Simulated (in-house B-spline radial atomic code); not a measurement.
**W⁷¹⁺: a scan of exact exchange under G0W0**

How do the highest level of W⁷¹⁺ and its G0W0 correction move as exact exchange is mixed into PBE?

Program: an in-house B-spline radial atomic code, version 1. Level of theory: RPA, second order, AC-SOSEX and G0W0 (contour deformation) on a scalar-relativistic mean field, all electrons; no spin-orbit coupling, Breit or QED terms, no two-electron picture change. These are calculated values, not measurements, unless marked.

## (1) The atom as given

| Item | Value |
| --- | --- |
| element | tungsten (Z = 74) |
| charge | +71 |
| electrons | 3 |
| configuration | [He] 2s1 |
| next ion, run as well | 1s2 |
| Hamiltonian | scalar-relativistic (spin-free one-electron X2C), finite nucleus |
| shares of exact exchange | 0.00, 0.10, 0.20, 0.30, 0.40, 0.50, 0.60, 0.70, 0.80, 0.90, 1.00 |

The outer shells:

W71+
```
[He] core
2s [↑ ]
```

## (2) The run with 0 % exact exchange

The run's settings:

```ini
Z = 74
electrons = 3.0
configuration = [He] 2s1
hamiltonian = x2c
method = pbeh
lmax = 9
exact_exchange_fraction = 0.0
rms_radius = 5.3658
spin_polarised = True
box_radius = 1.62
intervals = 59
```

Started as:

```console
> python run_gw.py task.json out
```

task.json lists these runs, among others, and the program works through them in turn.

Main fields of the result record, rounded:

```text
status: converged
energies [hartree]:
  mean_field: -6614.52287
  exx_total: -6613.877798
  exchange: -63.66196557
  rpa: -0.26281266
  rpa_summed: -0.26249011
  direct_second_order: -0.2684099
  second_order_exchange: 0.18281535
  sosex: 0.17770783
rpa_by_multipole [hartree]: [-0.0642848, -0.172663, -0.0163678, -0.00490803, -0.00203699, -0.00101709, -0.000560944, -0.000331523, -0.0002005, -0.000119398]
polarisability [bohr^3: independent particles, RPA]: [6.65148e-05, 6.04305e-05]
gap [hartree]: 46.07779
levels [hartree]:
  - {"name": "2s up", "occ": 1, "e": -719.8819, "sx": -14.91407, "vxc": -10.34507, "sc": -0.1795928, "z": 0.9983067, "qp": -724.6307, "tail": -0.0001292608}
  - {"name": "1s down", "occ": 1, "e": -2879.212, "sx": -54.95622, "vxc": -35.05556, "sc": 0.1337065, "z": 0.9997016, "qp": -2898.979, "tail": -0.0002750205}
  - {"name": "1s up", "occ": 1, "e": -2880.34, "sx": -57.45364, "vxc": -36.18651, "sc": -0.1915064, "z": 0.9774377, "qp": -2901.799, "tail": -0.0002696033}
  - {"name": "2s down", "occ": 0, "e": -716.0194, "sx": -2.497265, "vxc": -6.489418, "sc": -0.2278582, "z": 0.9979607, "qp": -712.2552, "tail": -0.0001292601}
ion_energies [hartree]:
  mean_field: -5889.782805
  exx_total: -5889.430583
  exchange: -54.99903922
  rpa: -0.15194669
  rpa_summed: -0.15170067
  direct_second_order: -0.15262682
  second_order_exchange: 0.076313081
  sosex: 0.075974405
```

It took 1.6 s on 1 thread, shared host.

In the record, exx_total is the Hartree-Fock functional on the start's orbitals, rpa_summed the RPA energy up to lmax and rpa the same with the tail beyond it, gap the smallest same-spin excitation energy of the start. For a level, e is the start's value, sx and sc the exchange and correlation self-energies, vxc the start's own term, z the quasi-particle weight, and qp = e + sx − vxc + sc + tail. Deeper levels of weight under 0.85 meet poles of the self-energy and are not shown.

The 2s↑ level moves from -19588.99 to -19718.20 eV (weight 1.00).

The largest part of the RPA energy comes from multipole 1 (66 % of the sum).

## (3) The run with 10 % exact exchange

The settings differ from step 2 so:

```diff
@@ -6,3 +6,3 @@
 lmax = 9
-exact_exchange_fraction = 0.0
+exact_exchange_fraction = 0.1
 rms_radius = 5.3658
```

Results of the run:

```text
status: converged
energies [hartree]:
  mean_field: -6614.463396
  exx_total: -6613.879176
  exchange: -63.66271687
  rpa: -0.2608231
  rpa_summed: -0.26050055
  direct_second_order: -0.26622106
  second_order_exchange: 0.18069963
  sosex: 0.1757883
rpa_by_multipole [hartree]: [-0.0642112, -0.170759, -0.0163578, -0.00490651, -0.00203661, -0.00101697, -0.000560903, -0.000331508, -0.000200495, -0.000119396]
polarisability [bohr^3: independent particles, RPA]: [6.51364e-05, 5.93002e-05]
gap [hartree]: 47.12464
levels [hartree]:
  - {"name": "2s up", "occ": 1, "e": -720.3407, "sx": -14.91112, "vxc": -10.80115, "sc": -0.1771697, "z": 0.9983575, "qp": -724.628, "tail": -0.0001291859}
  - {"name": "1s down", "occ": 1, "e": -2881.205, "sx": -54.95703, "vxc": -37.04887, "sc": 0.1327924, "z": 0.9997047, "qp": -2898.981, "tail": -0.0002746739}
  - {"name": "1s up", "occ": 1, "e": -2882.47, "sx": -57.45728, "vxc": -38.31843, "sc": -0.2671779, "z": 0.9678103, "qp": -2901.876, "tail": -0.0002704034}
  - {"name": "2s down", "occ": 0, "e": -715.6239, "sx": -2.49285, "vxc": -6.085639, "sc": -0.2248836, "z": 0.9980253, "qp": -712.2562, "tail": -0.0001291545}
ion_energies [hartree]:
  mean_field: -5889.751606
  exx_total: -5889.431732
  exchange: -54.99985025
  rpa: -0.15182188
  rpa_summed: -0.15157586
  direct_second_order: -0.15250064
  second_order_exchange: 0.07624999
  sosex: 0.075912003
```

It took 1.7 s on 1 thread, shared host.

The 2s↑ level moves from -19601.47 to -19718.13 eV (weight 1.00).

## (4) The run with 20 % exact exchange

The settings differ from step 3 so:

```diff
@@ -6,3 +6,3 @@
 lmax = 9
-exact_exchange_fraction = 0.1
+exact_exchange_fraction = 0.2
 rms_radius = 5.3658
```

Results of the run:

```text
status: converged
energies [hartree]:
  mean_field: -6614.404067
  exx_total: -6613.880408
  exchange: -63.66346808
  rpa: -0.25891047
  rpa_summed: -0.25858793
  direct_second_order: -0.2641214
  second_order_exchange: 0.17867296
  sosex: 0.17394567
rpa_by_multipole [hartree]: [-0.0641377, -0.168932, -0.0163478, -0.00490499, -0.00203624, -0.00101686, -0.000560862, -0.000331494, -0.000200491, -0.000119394]
polarisability [bohr^3: independent particles, RPA]: [6.38179e-05, 5.82145e-05]
gap [hartree]: 48.17116
levels [hartree]:
  - {"name": "2s up", "occ": 1, "e": -720.7995, "sx": -14.90818, "vxc": -11.25716, "sc": -0.1748183, "z": 0.9984061, "qp": -724.6254, "tail": -0.0001291161}
  - {"name": "1s down", "occ": 1, "e": -2883.198, "sx": -54.95784, "vxc": -39.04237, "sc": 0.1318862, "z": 0.9997078, "qp": -2898.982, "tail": -0.0002743427}
  - {"name": "1s up", "occ": 1, "e": -2884.599, "sx": -57.46092, "vxc": -40.45065, "sc": -0.3793709, "z": 0.9506491, "qp": -2901.989, "tail": -0.0003092111}
  - {"name": "2s down", "occ": 0, "e": -715.229, "sx": -2.488441, "vxc": -5.682765, "sc": -0.2219989, "z": 0.9980869, "qp": -712.2568, "tail": -0.0001290543}
ion_energies [hartree]:
  mean_field: -5889.720528
  exx_total: -5889.432759
  exchange: -55.00066132
  rpa: -0.15169731
  rpa_summed: -0.15145127
  direct_second_order: -0.1523747
  second_order_exchange: 0.076187018
  sosex: 0.075849718
```

Wall time 1.7 s (1 thread, shared host).

G0W0 moves 2s↑ down by 104 eV, to -19718.06 eV.

## (5) The run with 30 % exact exchange

The settings differ from step 4 so:

```diff
@@ -6,3 +6,3 @@
 lmax = 9
-exact_exchange_fraction = 0.2
+exact_exchange_fraction = 0.3
 rms_radius = 5.3658
```

Results of the run:

```text
status: converged
energies [hartree]:
  mean_field: -6614.344883
  exx_total: -6613.881493
  exchange: -63.6642192
  rpa: -0.25707007
  rpa_summed: -0.25674753
  direct_second_order: -0.26210521
  second_order_exchange: 0.17672963
  sosex: 0.17217523
rpa_by_multipole [hartree]: [-0.0640645, -0.167177, -0.0163379, -0.00490348, -0.00203586, -0.00101674, -0.000560821, -0.00033148, -0.000200486, -0.000119393]
polarisability [bohr^3: independent particles, RPA]: [6.25555e-05, 5.7171e-05]
gap [hartree]: 49.21735
levels [hartree]:
  - {"name": "2s up", "occ": 1, "e": -721.2582, "sx": -14.90524, "vxc": -11.71312, "sc": -0.1725354, "z": 0.9984525, "qp": -724.623, "tail": -0.0001290507}
  - {"name": "1s down", "occ": 1, "e": -2885.192, "sx": -54.95866, "vxc": -41.03606, "sc": 0.1309878, "z": 0.9997108, "qp": -2898.984, "tail": -0.0002740258}
  - {"name": "1s up", "occ": 1, "e": -2886.729, "sx": -57.46455, "vxc": -42.58316, "sc": -0.5605552, "z": 0.9165705, "qp": -2902.172, "tail": -0.0002513123}
  - {"name": "2s down", "occ": 0, "e": -714.8345, "sx": -2.484038, "vxc": -5.280794, "sc": -0.2191999, "z": 0.9981455, "qp": -712.257, "tail": -0.0001289586}
ion_energies [hartree]:
  mean_field: -5889.689572
  exx_total: -5889.433664
  exchange: -55.00147243
  rpa: -0.15157297
  rpa_summed: -0.15132693
  direct_second_order: -0.15224899
  second_order_exchange: 0.076124165
  sosex: 0.075787549
```

Wall time 1.7 s (1 thread, shared host).

The 2s↑ level moves from -19626.44 to -19718.00 eV (weight 1.00).

## (6) The run with 40 % exact exchange

The settings differ from step 5 so:

```diff
@@ -6,3 +6,3 @@
 lmax = 9
-exact_exchange_fraction = 0.3
+exact_exchange_fraction = 0.4
 rms_radius = 5.3658
```

Results of the run:

```text
status: converged
energies [hartree]:
  mean_field: -6614.285845
  exx_total: -6613.882433
  exchange: -63.66497024
  rpa: -0.25529756
  rpa_summed: -0.25497502
  direct_second_order: -0.26016728
  second_order_exchange: 0.1748644
  sosex: 0.17047265
rpa_by_multipole [hartree]: [-0.0639913, -0.16549, -0.016328, -0.00490197, -0.00203549, -0.00101662, -0.00056078, -0.000331465, -0.000200481, -0.000119391]
polarisability [bohr^3: independent particles, RPA]: [6.13457e-05, 5.61671e-05]
gap [hartree]: 50.26321
levels [hartree]:
  - {"name": "2s up", "occ": 1, "e": -721.7169, "sx": -14.9023, "vxc": -12.16901, "sc": -0.1703183, "z": 0.9984968, "qp": -724.6206, "tail": -0.0001289892}
  - {"name": "1s down", "occ": 1, "e": -2887.185, "sx": -54.95947, "vxc": -43.02993, "sc": 0.130097, "z": 0.9997138, "qp": -2898.985, "tail": -0.0002737224}
  - {"name": "2s down", "occ": 0, "e": -714.4405, "sx": -2.479641, "vxc": -4.879725, "sc": -0.2164829, "z": 0.9982015, "qp": -712.257, "tail": -0.0001288669}
ion_energies [hartree]:
  mean_field: -5889.658737
  exx_total: -5889.434447
  exchange: -55.00228358
  rpa: -0.15144887
  rpa_summed: -0.15120281
  direct_second_order: -0.15212352
  second_order_exchange: 0.07606143
  sosex: 0.075725497
```

It took 1.7 s on 1 thread, shared host.

G0W0 moves 2s↑ down by 79.0 eV, to -19717.93 eV.

## (7) The run with 50 % exact exchange

The settings differ from step 6 so:

```diff
@@ -6,3 +6,3 @@
 lmax = 9
-exact_exchange_fraction = 0.4
+exact_exchange_fraction = 0.5
 rms_radius = 5.3658
```

Results of the run:

```text
status: converged
energies [hartree]:
  mean_field: -6614.226952
  exx_total: -6613.883226
  exchange: -63.66572119
  rpa: -0.25358896
  rpa_summed: -0.25326642
  direct_second_order: -0.25830279
  second_order_exchange: 0.17307249
  sosex: 0.16883392
rpa_by_multipole [hartree]: [-0.0639184, -0.163866, -0.0163181, -0.00490045, -0.00203511, -0.0010165, -0.000560738, -0.00033145, -0.000200477, -0.000119389]
polarisability [bohr^3: independent particles, RPA]: [6.01852e-05, 5.52007e-05]
gap [hartree]: 51.30875
levels [hartree]:
  - {"name": "2s up", "occ": 1, "e": -722.1755, "sx": -14.89937, "vxc": -12.62484, "sc": -0.1681641, "z": 0.9985392, "qp": -724.6183, "tail": -0.0001289312}
  - {"name": "1s down", "occ": 1, "e": -2889.179, "sx": -54.96028, "vxc": -45.024, "sc": 0.129214, "z": 0.9997167, "qp": -2898.987, "tail": -0.0002734317}
  - {"name": "2s down", "occ": 0, "e": -714.047, "sx": -2.47525, "vxc": -4.479558, "sc": -0.2138444, "z": 0.9982548, "qp": -712.2567, "tail": -0.0001287787}
ion_energies [hartree]:
  mean_field: -5889.628023
  exx_total: -5889.435108
  exchange: -55.00309477
  rpa: -0.15132499
  rpa_summed: -0.15107893
  direct_second_order: -0.15199829
  second_order_exchange: 0.075998814
  sosex: 0.075663561
```

It took 1.7 s on 1 thread, shared host.

G0W0 moves 2s↑ down by 66.5 eV, to -19717.87 eV.

(Part 1 of 2 ends here.)
